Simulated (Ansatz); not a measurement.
Relaxation of a periodic cell of 17 atoms, Li12Cd4H (host Li3Cd, host structure Fm-3m, interstitial H), to a largest force component of 0.03 eV/Å in at most 60 steps.

Theory: DFT LDA, scalar-relativistic, plane waves, PAW in Ansatz. Settings: cutoff 420 eV, k mesh 3x3x3, gaussian smearing 0.15 eV, no spin polarisation.

```xyz
17
Lattice="6.6124 0.0000 0.0000 0.0000 6.6124 0.0000 0.0000 0.0000 6.6124" Properties=species:S:1:pos:R:3
Li 1.653 1.653 1.653
Li 4.959 4.959 4.959
Li 3.306 3.306 3.306
Cd 0.000 0.000 0.000
Li 4.959 4.959 1.653
Li 1.653 1.653 4.959
Li 0.000 0.000 3.306
Cd 3.306 3.306 0.000
Li 4.959 1.653 4.959
Li 1.653 4.959 1.653
Li 0.000 3.306 0.000
Cd 3.306 0.000 3.306
Li 1.653 4.959 4.959
Li 4.959 1.653 1.653
Li 3.306 0.000 0.000
Cd 0.000 3.306 3.306
H 4.969 -0.008 2.580
```

**Question.** Where does it end, and by what steps?

**Answer.** The run converged. The force dipped under the threshold on the way, but the program's further checks kept it going. Limits of this set-up: coarse k mesh, odd electron count without spin, a small cell, in which the defect meets its images, a typed lattice constant that wasn't relaxed here. After 9 steps the energy has fallen by 0.122 eV; H17 moved furthest, 0.67 Å.

| step | energy less start (eV) | largest force component (eV/Å) | accepted |
| --- | --- | --- | --- |
| 0 | 0.0000 | 0.613 | yes |
| 1 | -0.0521 | 0.118 | yes |
| 2 | -0.0730 | 0.027 | yes |
| 3 | -0.0763 | 0.030 | yes |
| 4 | -0.0795 | 0.052 | yes |
| 5 | -0.0850 | 0.058 | yes |
| 6 | -0.1056 | 0.050 | yes |
| 7 | -0.1190 | 0.042 | yes |
| 8 | -0.1224 | 0.005 | yes |
| 9 | -0.1224 | 0.005 | yes |

```xyz
17
Lattice="6.6124 0.0000 0.0000 0.0000 6.6124 0.0000 0.0000 0.0000 6.6124" Properties=species:S:1:pos:R:3
Li 1.647 1.703 1.554
Li 4.986 5.115 4.754
Li 3.275 3.306 3.253
Cd 0.018 0.000 -0.048
Li 4.986 5.132 1.777
Li 1.646 1.716 4.973
Li 0.242 0.000 3.270
Cd 3.437 3.305 -0.034
Li 4.986 1.496 4.754
Li 1.647 4.909 1.554
Li -0.198 3.305 -0.027
Cd 3.039 -0.001 3.271
Li 1.646 4.895 4.973
Li 4.986 1.479 1.777
Li 3.275 0.000 -0.051
Cd 0.017 3.306 3.255
H 5.008 0.000 3.250
```

Whether the end is a true minimum wasn't checked by a vibrational analysis.

Run time: 26 s on 4 threads of Intel(R) Xeon(R) 6975P-C (Granite Rapids) (shared host), peak memory 0.99 GiB.
